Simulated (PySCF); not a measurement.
# C2H9OPSi: the cost of one run

Computed with PySCF 2.14.0, with density-fitted response routines of our own, on a single molecule in the gas phase. Atoms are numbered from 0 throughout.

### 1 The starting structure

14 atoms, charge 0, multiplicity 1; geometry from: GFN2-xTB. The atoms were then displaced at random by about 0.01 Å, so the start is not that level's minimum.

Bonds of the start (Å): C0–O1 1.42, O1–Si2 1.63, Si2–C3 1.84, Si2–P4 2.26, C0–H5 1.06, C0–H6 1.08, C0–H7 1.12, Si2–H8 1.50, C3–H9 1.11, C3–H10 1.11, C3–H11 1.08, P4–H12 1.41, P4–H13 1.39.

### 2 Geometry optimisation at PBE0-D3(BJ)/def2-SVP

The job: settings as JSON, then the geometry in Å.

```
{"job": {"xc": "PBE0", "basis": "def2-SVP", "d3": "d3bj", "grid": 1, "shake": 0.01, "kind": "geom"}, "charge": 0, "multiplicity": 1}
C      1.794380    -1.416350     0.063680
O      0.394810    -1.196800     0.201920
Si    -0.393300     0.220230     0.398090
C     -2.111200    -0.111040    -0.170660
P      0.616890     1.744100    -0.934910
H      1.925060    -2.332270    -0.461880
H      2.267470    -1.434470     1.038530
H      2.240460    -0.575180    -0.528060
H     -0.324450     0.623900     1.845020
H     -2.553710    -0.992930     0.333000
H     -2.793420     0.726870     0.077570
H     -2.184390    -0.276080    -1.233000
H     -0.339690     2.754560    -0.707050
H      1.453930     2.250390     0.055070
```

Launch:

```sh
OMP_NUM_THREADS=1 python probes_run.py task.json out
```

The driver reads the jobs from task.json and runs them one after another.

Q: Estimate the wall time and peak memory of this first job on 1 thread of Arm Neoverse N1, shared host.

About 1.8 min, with a peak of 0.52 GiB.
